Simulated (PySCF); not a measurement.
# BeHF₃, a complex of two parts: interaction energy

What interaction energy should one expect for `[F][Be][F]` with `F`?

Programs: PySCF 2.14.0. All values are calculated, for the isolated system unless a continuum is named. Atoms count from 0, parts from 1.

### 1 Starting point

5 atoms, charge 0, multiplicity 1; geometry: GFN2-xTB. Parts: 1 = atoms 0–2, `[F][Be][F]`, charge 0; 2 = atoms 3–4, `F`, charge 0.

### 2 Geometry optimisation at PBE0-D3(BJ)/def2-SVPD

The job: settings as JSON, then the geometry in Å.

```
{"job": {"xc": "PBE0", "basis": "def2-SVPD", "d3": "d3bj", "grid": 2, "kind": "geom"}, "charge": 0, "multiplicity": 1, "parts": [{"atoms": "0-2", "charge": 0, "multiplicity": 1}, {"atoms": "3-4", "charge": 0, "multiplicity": 1}]}
F     -1.434804    -0.236832     0.179474
Be    -0.167297     0.326390    -0.006817
F      1.203054     0.200424    -0.123000
F     -0.783726     2.080495    -0.152878
H     -1.717584     2.131449    -0.069908
```

Started as:

```sh
$ OMP_NUM_THREADS=1 python cluster_run.py task.json out
```

The driver reads the jobs from task.json and runs them one after another.

**Question.** The jobs that follow are: CCSD(T)/aug-cc-pVDZ and MP2/aug-cc-pVTZ counterpoise interaction energy, frozen core, gas phase. Predict: point group; rotational constants (main isotopes); interaction energy, CCSD(T) limit estimate; MP2/aug-cc-pVTZ; T1 diagnostic.

As calculated:

| quantity | value |
| --- | --- |
| point group | Cs |
| rotational constants (main isotopes) | 8.97, 6.49, 3.77 GHz |
| interaction energy, CCSD(T) limit estimate | -15.27 kcal/mol |
| MP2/aug-cc-pVTZ | -14.35 kcal/mol |
| T1 diagnostic | 0.0136 |

The optimisation took 7 steps and gained 0.074 eV; among the bonds of the start, F0–Be1 changed most, from 1.399 to 1.435 Å. No frequency check was run at this level, so the end point may be a saddle. The interaction energy leaves out the deformation of the parts, 5.62 kcal/mol; with it the binding is about -9.65 kcal/mol. The estimate adds CCSD(T) less MP2 in the small basis (-0.49 kcal/mol) to extrapolated MP2. Hartree-Fock gives -14.86 against -15.27 kcal/mol.
